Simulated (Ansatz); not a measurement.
# Ge2H6O2: the cost of one run

Method: RHF/def2-SVP, in Ansatz 0.2.0.

### 1 Starting point

Bond lengths: Ge1–Ge2 2.400 Å, Ge2–H3 1.550 Å, Ge2–H4 1.550 Å, Ge2–H5 1.550 Å, Ge1–O6 1.770 Å, O6–H7 1.010 Å, Ge1–H8 1.549 Å, Ge1–O9 1.769 Å, O9–H10 1.010 Å. Angles: Ge1–Ge2–H3 109.5°, Ge1–Ge2–H4 109.5°, Ge1–Ge2–H5 109.5°, H3–Ge2–H4 109.4°, H3–Ge2–H5 109.4°, H4–Ge2–H5 109.4°, Ge2–Ge1–O6 109.4°, Ge2–Ge1–H8 109.5°, Ge2–Ge1–O9 109.5°, O6–Ge1–H8 109.5°, O6–Ge1–O9 109.5°, H8–Ge1–O9 109.5°, Ge1–O6–H7 109.5°, Ge1–O9–H10 109.5°.

Structure file:

```xyz
10

Ge    0.0000    0.0000    0.0000
Ge    0.0000    0.0000    2.4000
H    -1.3958   -0.4318    2.9174
H     1.0719   -0.9929    2.9174
H     0.3240    1.4247    2.9174
O     1.6691    0.0000   -0.5894
H     1.9855   -0.9521   -0.7061
H    -0.7300    1.2648   -0.5162
O    -0.8337   -1.4443   -0.5894
H    -1.2883   -1.9100    0.1830
```

### 2 Relaxing the start

Contents of input.yaml:

```yaml
crystal:
  periodic: [false, false, false]
  atoms:
    - { symbol: Ge, position_ang: [0.0, 0.0, 0.0] }
    - { symbol: Ge, position_ang: [0.0, 0.0, 2.4] }
    - { symbol: H, position_ang: [-1.3958, -0.4318, 2.9174] }
    - { symbol: H, position_ang: [1.0719, -0.9929, 2.9174] }
    - { symbol: H, position_ang: [0.324, 1.4247, 2.9174] }
    - { symbol: O, position_ang: [1.6691, 0.0, -0.5894] }
    - { symbol: H, position_ang: [1.9855, -0.9521, -0.7061] }
    - { symbol: H, position_ang: [-0.73, 1.2648, -0.5162] }
    - { symbol: O, position_ang: [-0.8337, -1.4443, -0.5894] }
    - { symbol: H, position_ang: [-1.2883, -1.91, 0.183] }
basis:
  gaussian: { orbitals: def2-SVP }
hamiltonian:
  xc: hf
relax:
  f_tol: 0.02
  max_steps: 40
```

Launch:

```
ansatz run input.yaml --threads 4 --pin off --max-ram 5120MiB --backend cpu --events-out ev --progress --plain --runs-dir out
```

What time and memory should one allow on 4 threads of Arm Neoverse V2, shared host?

About 33 s, with a peak of 0.33 GiB.
